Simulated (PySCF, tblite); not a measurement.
# CH6NO2Si radical, a small gas-phase stand-in for a defect centre (C site with back bonds N[SiH3], O, O): EPR parameters

Wanted: the EPR parameters for `O[C](O)N[SiH3]`. It is drawn as: dangling bond.

Computed with tblite 0.8.0 and PySCF 2.14.0; each step states its level. No surroundings beyond the atoms listed, unless a continuum is named. Atoms count from 0, parts from 1.

## 1. The system as given

11 atoms, charge 0, multiplicity 2; geometry: distance geometry start.

## 2. Relaxing the cluster with GFN2-xTB

What the job is given:

```
{"job": {"kind": "relax", "xc": "GFN2-xTB", "basis": "xTB"}, "charge": 0, "multiplicity": 2}
C      1.062707     0.377826     0.068512
N      0.154074    -0.506931     0.821756
Si    -1.470481    -0.436594     0.071210
O      2.326978     0.202887     0.615350
O      0.629099     1.689265     0.091841
H      0.546403    -1.454575     0.728995
H     -2.535319    -0.790297     1.017931
H     -1.751371     0.948917    -0.357109
H     -1.594684    -1.283702    -1.089629
H      2.706399    -0.603224     0.193260
H     -0.088172     1.837884     0.763210
```

With the program's defaults for keys left out, this is: GFN2-xTB geometry optimisation, gas phase.

Launch:

```console
$ OMP_NUM_THREADS=1 python cluster_run.py task.json out
```

One launch serves the whole session: the jobs run in the order shown.

**Question.** The jobs that follow are: PBE0-D3(BJ)/def2-SVP geometry optimisation, gas phase; UKS B3LYP, IGLO-III on C N O Si, pcH-1 on H, non-relativistic, mean-field spin-orbit, GIAO; UKS BHandHLYP, IGLO-III on C N O Si, pcH-1 on H, non-relativistic, mean-field spin-orbit, GIAO. Predict: point group; rotational constants (main isotopes); g(iso) (B3LYP); ⟨S²⟩; largest a(iso).

As calculated:

| quantity | value |
| --- | --- |
| point group | C1 |
| rotational constants (main isotopes) | 9.09, 2.40, 1.99 GHz |
| g(iso) (B3LYP) | 2.00265 |
| ⟨S²⟩ | 0.753 (exact 0.75) |
| largest a(iso) | 13C on C0, 388.2 MHz |

In words: The start of the PBE0/def2-SVP relaxation was shaken at random by about 0.01 Å, so part of the energy gained, and of the first lengths quoted, undoes that. Over 11 steps the energy fell by 0.387 eV; of the close pairs, Si2–H8 changed most, 1.435 to 1.493 Å (PBE0/def2-SVP). No frequency check was run at this level, so the end point may be a saddle. Most of the unpaired spin sits on C0 (0.81 e). The isotropic g lies 0.3 ppt above the free-electron value. The coupling of 13C on C0 runs from 388.2 (B3LYP/IGLO-III+pcH-1) to 433.7 MHz (BHandHLYP/IGLO-III+pcH-1). A capped cluster stands for the solid here, so long-range fields and strain are missing, and bands or shifts of the capping hydrogens have no counterpart in it.
